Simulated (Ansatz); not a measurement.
# LaBi2ClO4: the cost of one run

All numbers are computed with Ansatz 0.2.0 through its Python package. Level of theory: DFT r2SCAN, plane waves, PAW.

### 1 Starting point

It takes space group P4/mmm (No. 123, tetragonal). Conventional cell: a = 3.989 Å, b = 3.989 Å, c = 9.333 Å, α = 90.00°, β = 90.00°, γ = 90.00°. La (site symmetry 4/mmm) is surrounded by 8 O at 2.50 Å. Bi (site symmetry 4mm) has 4 O at 2.27 Å in its first shell of neighbours. Cl (site symmetry 4/mmm) has 8 Bi at 3.50 Å in its first shell of neighbours. Around O (site symmetry 2mm) lie 2 Bi at 2.27 Å and 2 La at 2.50 Å.

No structure file is read: the coordinates are typed or built in the script.

### 2 Script

File vcrelax_labi2clo4.py:

```python
'''Cell relaxation of LaBi2ClO4.'''

import logging
import sys
import warnings

import ansatz as az
from ase import Atoms
from ase.io import write
import numpy as np
from pymatgen.core import Lattice, Structure
from pymatgen.io.ase import AseAtomsAdaptor

logging.basicConfig(stream=sys.stdout, format='%(name)s: %(message)s')
log = logging.getLogger('calc')
log.setLevel(logging.INFO)

def edges_and_angles(cell):
    cell = np.asarray(cell)
    a, b, c = np.linalg.norm(cell, axis=1)
    cosines = cell[1] @ cell[2] / (b * c), cell[0] @ cell[2] / (a * c), cell[0] @ cell[1] / (a * b)
    return (a, b, c, *np.degrees(np.arccos(cosines)))


def main() -> None:
    warnings.simplefilter('ignore', az.DeckWarning)

    pmg_structure = Structure(
        Lattice([(3.988897, 0.0, 0.0), (0.0, 3.988897, 0.0), (0.0, 0.0, 9.333185)]),
        ['La', 'Bi', 'Bi', 'Cl', 'O', 'O', 'O', 'O'],
        [
            (0.0, 0.0, 0.0),
            (0.5, 0.5, 0.278377),
            (0.5, 0.5, 0.721623),
            (0.0, 0.0, 0.5),
            (0.0, 0.5, 0.161656),
            (0.0, 0.5, 0.838344),
            (0.5, 0.0, 0.161656),
            (0.5, 0.0, 0.838344),
        ],
    )
    system = az.Crystal.from_ase(AseAtomsAdaptor.get_atoms(pmg_structure))

    # every cell quantity that the symmetry leaves free
    calculation = (
        system.calculation()
        .kpoints(6, 6, 4)
        .occupations('fixed')
        .functional(az.Functional.R2SCAN)
        .relax(force_tolerance=0.01, max_steps=60, cell=True, stress_tolerance=0.01)
    )
    steps = []


    def collect(event):
        if event['event'] == 'relax_step':
            steps.append(event['data'])


    out = calculation.session().plan().execute(on_event=collect)
    rep = out.report
    for s in steps:
        flag = '' if s['accepted'] else '  (rejected)'
        log.info('step %2d  E = %.5f eV  largest force component = %.4f eV/A%s' % (s['step'], s['lagrangian_ev'], s['allowed_force_max_ev_ang'], flag))

    first, last = steps[0], steps[-1]
    symbols = [site.symbol for site in out.lattice.sites]
    log.info(f'energy gained {first["lagrangian_ev"] - last["lagrangian_ev"]:.4f} eV in {len(steps) - 1} steps')
    for label, vectors in (('before', first['cell_ang']), ('after', out.lattice.cell_ang)):
        print(label, 'a b c (A) {:.4f} {:.4f} {:.4f}  angles {:.2f} {:.2f} {:.2f}'.format(*edges_and_angles(vectors)), f' V = {abs(np.linalg.det(vectors)):.3f} A^3')
    print('final stress xx yy zz (GPa, compression positive):', np.round(np.diag(rep['stress_gpa']), 3) + 0.0)

    relaxed = Atoms(symbols, positions=[site.position_ang for site in out.lattice.sites], cell=out.lattice.cell_ang, pbc=True)
    write('relaxed.vasp', relaxed, format='vasp')

    log.info('relaxed fractional positions')
    for site in out.lattice.sites:
        print(f'  {site.symbol:2s}', ' '.join(f'{v % 1:8.5f}' for v in np.round(site.position_frac, 5)))

    log.info('atom   start x y z (A)              end x y z (A)')
    for symbol, a, b in zip(symbols, first['positions_ang'], last['positions_ang']):
        print(f'{symbol:3s}', ' '.join(f'{v:8.4f}' for v in a), '  ', ' '.join(f'{v:8.4f}' for v in b))

    change = np.array(last['positions_ang']) @ np.linalg.inv(last['cell_ang']) - np.array(first['positions_ang']) @ np.linalg.inv(first['cell_ang'])
    moved = np.linalg.norm(change @ np.array(last['cell_ang']), axis=1)
    print('displacement within the cell, strain taken out (A):', ' '.join(f'{s}:{d:.3f}' for s, d in zip(symbols, moved)))

    log.info('%-22s %14.5f eV' % ('F = E - TS', rep['free_energy_ev']))
    log.info('%-22s %14.5f eV' % ('E', rep['internal_energy_ev']))
    log.info('%-22s %14.5f eV' % ('Harris-Foulkes', rep['harris_foulkes_ev']))
    log.info('%-22s %14.5f eV' % ('Fermi level', rep['fermi_energy_ev']))

    print(len(rep['kpoints_frac']), 'irreducible k-points (fractions, weight)')
    for k, weight in list(zip(rep['kpoints_frac'], rep['kweights']))[:8]:
        print('  {:8.4f} {:8.4f} {:8.4f}'.format(*k), f'{weight:10.6f}')


if __name__ == '__main__':
    main()
```

### 3 Launch

The run is started by

```
$ python vcrelax_labi2clo4.py
```

Q: Estimate wall time and peak memory on 1 thread of Arm Neoverse V1, shared host.

About 3 min, with a peak of 0.93 GiB.
